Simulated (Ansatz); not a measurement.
**FH3InOSi radical: up Jacob's ladder to CCSD(T)**

An exercise on one series of results from a longer session: the logs are not shown, and one member is left open.

The runs use Ansatz 0.2.0, Gaussian basis; functionals in def2-TZVPP, the program's frozen cores in correlated methods.

Levels to be run: LDA (SPW92), PBE-D4, revPBE-D4, BLYP-D4, r2SCAN-D4, B97M-V, PBE0-D4, B3LYP-D4, r2SCANh-D4, r2SCAN0-D4, HSE06-D4, BHLYP-D4, CAM-B3LYP-D4, LC-ωPBE, ωB97X-V, ωB97M-V, B2PLYP, PBE-QIDH; CCSD(T)/def2-SVP; CCSD(T)/def2-TZVPP; MP2/def2-QZVPP; extrapolation to the limit; RPA on PBE.

## The geometry

All runs share one geometry, relaxed beforehand with PBE0-D4 in a triple-zeta def2 set. In takes the def2 core potential; no spin-orbit term is included.

SMILES `[F][In][O][SiH3]`, 7 atoms, charge 0, spin multiplicity 2.

Atoms are counted from 1 here; the program's logs count them from 0.

Bond lengths: F1–In2 1.963 Å, In2–O3 1.987 Å, O3–Si4 1.637 Å, Si4–H5 1.488 Å, Si4–H6 1.490 Å, Si4–H7 1.490 Å. Angles: F1–In2–O3 115.7°, In2–O3–Si4 134.9°, O3–Si4–H5 108.3°, O3–Si4–H6 111.6°, O3–Si4–H7 111.5°, H5–Si4–H6 108.7°, H5–Si4–H7 108.7°, H6–Si4–H7 107.9°.

Geometry (Å):

```xyz
7

F    -0.1335   -2.4475    1.8206
In   -0.7612   -2.2484   -0.0282
O    -0.4754   -0.4617   -0.8491
Si    0.1868    0.9487   -0.3462
H     0.0759    1.9370   -1.4527
H    -0.5182    1.4888    0.8505
H     1.6255    0.7830    0.0051
```

The first run:

in.yaml reads:

```yaml
crystal:
  periodic: [false, false, false]
  atoms:
    - {symbol: F, position_ang: [-0.133452, -2.447460, 1.820639]}
    - {symbol: In, position_ang: [-0.761155, -2.248398, -0.028194]}
    - {symbol: O, position_ang: [-0.475383, -0.461699, -0.849137]}
    - {symbol: Si, position_ang: [0.186765, 0.948724, -0.346218]}
    - {symbol: H, position_ang: [0.075902, 1.937041, -1.452696]}
    - {symbol: H, position_ang: [-0.518157, 1.488808, 0.850495]}
    - {symbol: H, position_ang: [1.625490, 0.782984, 0.005130]}
basis:
  gaussian: {orbitals: def2-TZVPP}
magnetization: {spin_polarized: true, initial_magnetization: 1}
hamiltonian: {xc: lda}
output: {orbitals: {seedname: orbitals}}
```

On the command line:

```
$ ansatz run in.yaml --threads 4 --pin off --events-out ev --progress --plain --max-ram 10444MiB
```

Steps of the session up to this table: LDA; PBE-D4 (GGA); revPBE-D4 (GGA); BLYP-D4 (GGA); r2SCAN-D4 (meta-GGA); B97M-V (meta-GGA); B3LYP-D4 (hybrid); r2SCANh-D4 (hybrid); r2SCAN0-D4 (hybrid); HSE06-D4 (hybrid); BHLYP-D4 (hybrid); CAM-B3LYP-D4 (range-separated); LC-ωPBE (range-separated); ωB97X-V (range-separated); ωB97M-V (range-separated); B2PLYP (double hybrid); PBE-QIDH (double hybrid).

One table of the session follows, with a row left open; its other results are not shown here.

It belongs to the step «Frontier levels by functional». 

| functional | HOMO (eV) | LUMO (eV) | gap (eV) |
| --- | --- | --- | --- |
| LDA (SPW92) | -6.53 | -5.80 | 0.74 |
| PBE-D4 | -6.35 | -5.41 | 0.94 |
| revPBE-D4 | -6.29 | -5.26 | 1.02 |
| BLYP-D4 | -6.22 | -5.47 | 0.75 |
| r2SCAN-D4 | -6.77 | -5.09 | 1.68 |
| B97M-V | -6.40 | -5.57 | 0.83 |
| PBE0-D4 | -7.48 | -4.49 | 2.99 |
| B3LYP-D4 | -7.28 | -4.95 | 2.33 |
| r2SCANh-D4 | ? | ? | ? |
| r2SCAN0-D4 | -7.81 | -4.29 | 3.52 |
| HSE06-D4 | -7.08 | -4.86 | 2.22 |
| BHLYP-D4 | -8.45 | -3.76 | 4.69 |
| CAM-B3LYP-D4 | -8.75 | -3.67 | 5.08 |
| LC-ωPBE | -10.00 | -2.11 | 7.89 |
| ωB97X-V | -9.56 | -2.49 | 7.08 |
| ωB97M-V | -9.60 | -2.76 | 6.85 |

Q: Estimate the row for r2SCANh-D4 from the others.

Worked estimate for «HOMO (eV)». Against the share of exact exchange, r2SCAN-D4 (0, -6.77), r2SCAN0-D4 (0.25, -7.81) give a slope of -4.16 per unit share; at 0.1 the line stands at -7.19.

As computed: HOMO (eV): -7.19; LUMO (eV): -4.77; gap (eV): 2.42. In «HOMO (eV)» the line misses by 0.00.
